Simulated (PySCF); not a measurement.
# H4InO4 ([In(OH)4]-): the cost of one run

Programs: PySCF 2.14.0, with routines of our own; each step states its level. All values are computed. Atoms count from 0.

## Step 1: The starting structure

9 atoms, charge -1, multiplicity 1; geometry from: GFN2-xTB.

## Step 2: Optimising the geometry at PBE0-D3(BJ)/def2-SVP

What the job is given:

```
{"job": {"xc": "PBE0", "basis": "def2-SVP", "d3": "d3bj", "grid": 1, "maxiter": 30, "shake": 0.03, "kind": "geom"}, "charge": -1, "multiplicity": 1}
In     0.065310    -0.070090     0.007390
O      0.023730     0.081190     1.995630
H     -0.803270     0.597980     2.167560
O      2.020060    -0.112650    -0.602170
H      2.370320     0.258220     0.113150
O     -1.025130     1.637230    -0.633990
H     -1.395650     1.294830    -1.424980
O     -0.892370    -1.565550    -0.809900
H     -0.230260    -2.190600    -0.838330
```

Launch:

```bash
OMP_NUM_THREADS=1 python heavy_run.py task.json out
```

This one command runs all jobs of the session in turn.

**Question.** How long does this first job take on 1 thread of Arm Neoverse V2, shared host, and how much memory does it need?

About 24 s, with a peak of 0.4 GiB.
